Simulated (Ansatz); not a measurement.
# CHFSSi (SMILES F[SiH]=C=S): one structure at several levels

An exercise on one series of results from a longer session: the logs are not shown, and one member is left open.

The runs use Ansatz 0.2.0, Gaussian basis; single points in def2-TZVPP.

Correlated methods freeze the cores.

## The starting structure

SMILES `F[SiH]=C=S`, 5 atoms, charge 0, spin multiplicity 1.

Atoms are counted from 1 here; the program's logs count them from 0.

Bond lengths: F1–Si2 1.563 Å, Si2–C3 1.780 Å, Si2–H5 1.497 Å, C3–S4 1.623 Å. Angles: F1–Si2–C3 114.1°, F1–Si2–H5 103.6°, C3–Si2–H5 124.3°, Si2–C3–S4 148.5°.

As a file:

| atom | x (Å) | y (Å) | z (Å) |
| --- | --- | --- | --- |
| F1 | 1.2851 | 1.3912 | -0.2858 |
| Si2 | 0.0288 | 0.6473 | 0.2717 |
| C3 | -0.2177 | -0.9763 | -0.4149 |
| S4 | -1.1149 | -1.9694 | -1.3333 |
| H5 | 0.0645 | 0.9461 | 1.7380 |

Set-up of the first run:

File run/in.yaml:

```yaml
crystal:
  periodic: [false, false, false]
  atoms:
    - {symbol: F, position_ang: [1.285100, 1.391200, -0.285800]}
    - {symbol: Si, position_ang: [0.028800, 0.647300, 0.271700]}
    - {symbol: C, position_ang: [-0.217700, -0.976300, -0.414900]}
    - {symbol: S, position_ang: [-1.114900, -1.969400, -1.333300]}
    - {symbol: H, position_ang: [0.064500, 0.946100, 1.738000]}
basis:
  gaussian: {orbitals: def2-TZVPP}
correlation: {method: ccsd_t}
output: {forces: true}
```

No record of the launch command was kept for these runs.

Steps of the session up to this table: CCSD(T)/def2-TZVPP; PBE0-D4/def2-TZVPP; wB97M-V/def2-TZVPP; r2SCAN-D4/def2-TZVPP; PBE-D4/def2-TZVPP; B97M-V/def2-TZVPP; BLYP-D4/def2-TZVPP.

One table of the session follows, with a row left open; its other results are not shown here.

| method | RMS force component (eV/Å) | angle to CCSD(T) forces (°) | dipole (D) |
| --- | --- | --- | --- |
| CCSD(T) | 0.928 | reference | 1.07 |
| PBE0-D4 | 1.125 | 13.0 | 1.17 |
| wB97M-V | ? | ? | ? |
| r2SCAN-D4 | 1.071 | 8.2 | 1.03 |
| PBE-D4 | 1.067 | 12.1 | 1.00 |
| B97M-V | 1.097 | 13.7 | 0.96 |
| BLYP-D4 | 1.061 | 14.7 | 1.02 |

Q: Estimate the row for wB97M-V from the others.

**Answer.** RMS force component (eV/Å): 1.146; angle to CCSD(T) forces (°): 14.4; dipole (D): 1.30. In the column «RMS force component (eV/Å)» it is the highest.
